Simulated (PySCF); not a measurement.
# Pb(CH3)2: other functionals and bases at one geometry

The task here is to estimate one member of a computed series from the others.

The runs use PySCF 2.14.0; several levels, as the steps say, no spin–orbit coupling.

3 further runs of the same task are left out: 2 for a known fault of the program, 1 set aside as unsound or not needed. Runs told in other sessions of the task aren't counted.

**Starting geometry**

9 atoms, charge 0, spin multiplicity 1.

Bond lengths: Pb1–C2 2.337 Å, Pb1–C6 2.337 Å, C2–H3 1.104 Å, C2–H4 1.107 Å, C2–H5 1.107 Å, C6–H7 1.104 Å, C6–H8 1.107 Å, C6–H9 1.107 Å. Angles: C2–Pb1–C6 91.3°, Pb1–C2–H3 112.3°, Pb1–C2–H4 109.0°, Pb1–C2–H5 109.0°, H3–C2–H4 109.4°, H3–C2–H5 109.4°, H4–C2–H5 107.7°, Pb1–C6–H7 112.3°, Pb1–C6–H8 109.0°, Pb1–C6–H9 109.0°, H7–C6–H8 109.4°, H7–C6–H9 109.4°, H8–C6–H9 107.7°.

Coordinates:

```mol
C2H6Pb
  3D, bonds by distance, orders not assigned

  9  8  0  0  0  0  0  0  0  0999 V2000
    0.0000    0.0000   -0.7902 Pb  0  0
    1.6710   -0.0000    0.8438 C   0  0
    2.6840   -0.0000    0.4060 H   0  0
    1.5480    0.8936    1.4849 H   0  0
    1.5480   -0.8936    1.4849 H   0  0
   -1.6710    0.0000    0.8438 C   0  0
   -2.6840    0.0000    0.4060 H   0  0
   -1.5480   -0.8936    1.4849 H   0  0
   -1.5480    0.8936    1.4849 H   0  0
  1  2  8  0
  1  6  8  0
  2  3  8  0
  2  4  8  0
  2  5  8  0
  6  7  8  0
  6  8  8  0
  6  9  8  0
M  END
```

Formal oxidation states: Pb +2. An earlier session relaxed this geometry at TPSS, Pb def2-SVP with ECP60, C def2-SVP, H def2-SVP (singlet, point group C2v).

At TPSS on the finer grid: E = -272.565173 Eh, HOMO -5.03 eV, LUMO -2.90 eV, Mulliken charge on Pb1 +0.44 e, largest force component 0.006 eV/Å. 

Levels to run: CAM-B3LYP; BLYP; BP86; M06-L; TPSS, TZVP; TPSS, x2c-SVP. Hardware: 2 threads of Arm Neoverse V1, shared host.

Set-up of the first run:

Input file run.py (the lines that set the calculation):

```python
mol = gto.M(atom='''
Pb     0.00000     0.00000    -0.79022
C      1.67096     0.00000     0.84382
H      2.68403     0.00000     0.40599
H      1.54800     0.89357     1.48485
H      1.54800    -0.89357     1.48485
C     -1.67096     0.00000     0.84382
H     -2.68403     0.00000     0.40599
H     -1.54800    -0.89357     1.48485
H     -1.54800     0.89357     1.48485''',
    basis={'Pb': 'def2-SVP', 'C': 'def2-SVP', 'H': 'def2-SVP'},
    ecp={'Pb': 'def2-SVP'},
    charge=0, spin=0)
mf = dft.RKS(mol, xc='CAMB3LYP')
mf.grids.atom_grid = (75, 302)
mf = mf.density_fit()  # fitting sets: Pb def2-universal-JKFIT, C def2-universal-JKFIT, H def2-universal-JKFIT
mf.conv_tol = 1e-08; mf.max_cycle = 55
mf.kernel(dm0)  # dm0: the density of the relaxed state
```

Run with:

```
OMP_NUM_THREADS=2 python run.py
```

Steps of the session up to this table: CAM-B3LYP; BLYP; BP86; M06-L; TPSS, TZVP; TPSS, x2c-SVP.

One table of the session follows, with a row left open; its other results are not shown here.

```
              level  HOMO (eV)  gap (eV)  charge on Pb1 (e)  dipole (D)  largest force component (eV/Å)
TPSS (relaxed here)      -5.03      2.13               0.44        0.67                            0.01
          CAM-B3LYP      -7.13      5.75               0.45        0.75                            0.47
               BLYP      -4.83      1.86               0.39        0.59                            0.29
               BP86          ?         ?                  ?           ?                               ?
              M06-L      -5.07      2.39               0.59        1.04                            0.15
         TPSS, TZVP      -5.10      2.16               0.60        0.93                            0.29
      TPSS, x2c-SVP      -5.06      2.14               0.49        0.74                            0.59
```

Estimate the missing values for BP86.

The run gave: HOMO (eV): -5.10; gap (eV): 1.98; charge on Pb1 (e): 0.41; dipole (D): 0.54; largest force component (eV/Å): 0.14.

In one basis the HOMO–LUMO gap runs from 1.86 eV (BLYP) to 5.75 eV (CAM-B3LYP). The largest leftover force, 0.59 eV/Å with TPSS, x2c-SVP, stands at a geometry relaxed at another level. Total energies of different levels can't be compared.
